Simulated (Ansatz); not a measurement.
# CH7AlSiSn: up Jacob's ladder to CCSD(T)

Aim: compute CH7AlSiSn with functionals from several rungs and with coupled cluster. The yardstick is the atomisation energy at the CCSD(T) limit.

Method: functionals in def2-TZVPP, the program's frozen cores in correlated methods; program: Ansatz 0.2.0, Gaussian basis.

Plan: PBE-D4, r2SCAN-D4, PBE0-D4, B3LYP-D4, ωB97X-V, ωB97M-V, B2PLYP; CCSD(T)/def2-TZVPP; MP2/def2-QZVPP; extrapolation to the limit.

**1. Structure used throughout**

All runs share one geometry, relaxed beforehand with PBE0-D4 in a triple-zeta def2 set. Sn takes the def2 core potential; no spin-orbit term is included.

SMILES `[CH3][SnH]1[AlH][SiH2]1`, 11 atoms, charge 0, spin multiplicity 1.

Atoms are counted from 1 here; the program's logs count them from 0.

Bond lengths: C1–Sn2 2.148 Å, C1–H5 1.090 Å, C1–H6 1.090 Å, C1–H7 1.089 Å, Sn2–Al3 2.636 Å, Sn2–Si4 2.651 Å, Sn2–H8 1.721 Å, Al3–Si4 2.382 Å, Al3–H9 1.589 Å, Si4–H10 1.498 Å, Si4–H11 1.493 Å. Angles: Sn2–C1–H5 109.2°, Sn2–C1–H6 109.6°, Sn2–C1–H7 109.2°, H5–C1–H6 109.5°, H5–C1–H7 109.7°, H6–C1–H7 109.6°, C1–Sn2–Al3 134.5°, C1–Sn2–Si4 110.8°, C1–Sn2–H8 107.9°, Al3–Sn2–Si4 53.5°, Al3–Sn2–H8 116.2°, Si4–Sn2–H8 121.9°, Sn2–Al3–Si4 63.6°, Sn2–Al3–H9 139.4°, Si4–Al3–H9 145.6°, Sn2–Si4–Al3 62.9°, Sn2–Si4–H10 93.1°, Sn2–Si4–H11 137.6° and more.

Coordinates:

```xyz
11
charge 0, multiplicity 1
C    -1.42092    1.45355   -0.67266
Sn   -0.69770   -0.18034    0.52026
Al    1.55780   -0.68512    1.78791
Si    1.50483   -1.21360   -0.53386
H    -2.00638    1.05976   -1.50314
H    -2.04767    2.10381   -0.06218
H    -0.57333    2.01855   -1.05741
H    -2.04623   -1.15896    0.95190
H     2.05862   -1.14127    3.22558
H     1.86347    0.05957   -1.23660
H     1.87281   -2.37304   -1.39900
```

**2. PBE-D4 (GGA)**

Input file in.yaml:

```yaml
crystal:
  periodic: [false, false, false]
  atoms:
    - {symbol: C, position_ang: [-1.420920, 1.453550, -0.672659]}
    - {symbol: Sn, position_ang: [-0.697699, -0.180338, 0.520263]}
    - {symbol: Al, position_ang: [1.557804, -0.685124, 1.787910]}
    - {symbol: Si, position_ang: [1.504831, -1.213599, -0.533859]}
    - {symbol: H, position_ang: [-2.006377, 1.059760, -1.503136]}
    - {symbol: H, position_ang: [-2.047669, 2.103807, -0.062178]}
    - {symbol: H, position_ang: [-0.573331, 2.018550, -1.057413]}
    - {symbol: H, position_ang: [-2.046235, -1.158963, 0.951897]}
    - {symbol: H, position_ang: [2.058617, -1.141268, 3.225577]}
    - {symbol: H, position_ang: [1.863475, 0.059567, -1.236598]}
    - {symbol: H, position_ang: [1.872805, -2.373042, -1.399003]}
basis:
  gaussian: {orbitals: def2-TZVPP}
hamiltonian: {xc: pbe, dispersion: d4}
output: {forces: true, orbitals: {seedname: orbitals}}
```

The run is started by

```bash
ansatz run in.yaml --threads 4 --pin off --events-out ev --progress --plain --max-ram 10444MiB
```

The runs that follow: r2SCAN-D4 (meta-GGA); PBE0-D4 (hybrid); B3LYP-D4 (hybrid); ωB97X-V (range-separated); ωB97M-V (range-separated); B2PLYP (double hybrid); CCSD(T) in def2-TZVPP; MP2 in def2-QZVPP.

Before running them: what should the planned runs give, taken together? Wanted: atomisation energy, CCSD(T)/CBS; farthest; mean size of error, hybrid; mean size of error, range-separated; gap, smallest and largest; T1 diagnostic; triples share of the correlation energy.

As calculated:

```
                               quantity                                value
        atomisation energy, CCSD(T)/CBS                        3136.4 kJ/mol
 functionals within 31.4 kJ/mol (1.0 %)           PBE-D4, r2SCAN-D4, ωB97X-V
                               farthest                B2PLYP (-84.1 kJ/mol)
             mean size of error, hybrid                          39.0 kJ/mol
    mean size of error, range-separated                          19.1 kJ/mol
              gap, smallest and largest  2.17 eV (PBE-D4), 7.48 eV (ωB97X-V)
                          T1 diagnostic                               0.0148
triples share of the correlation energy                                3.8 %
```

What this shows: PBE-D4 is off by -15.7 kJ/mol. Double hybrids carry the basis error of their MP2 part in triple zeta, and no dispersion term here, so their miss is partly the set-up's. The reference freezes the cores and leaves out spin-orbit coupling and excitations past (T), and its outer-core shells are covered unevenly, so misses under about 31.4 kJ/mol can't be ranked. All levels share the lack of spin-orbit coupling, which lowers the free heavy atoms and so the true binding. Hartree-Fock recovers 72 % of the binding; the rest is correlation. Orbital gaps span 2.2 to 7.5 eV; exact exchange widens them. Correlated methods include outer-core shells of Sn, which these sets cover unevenly.
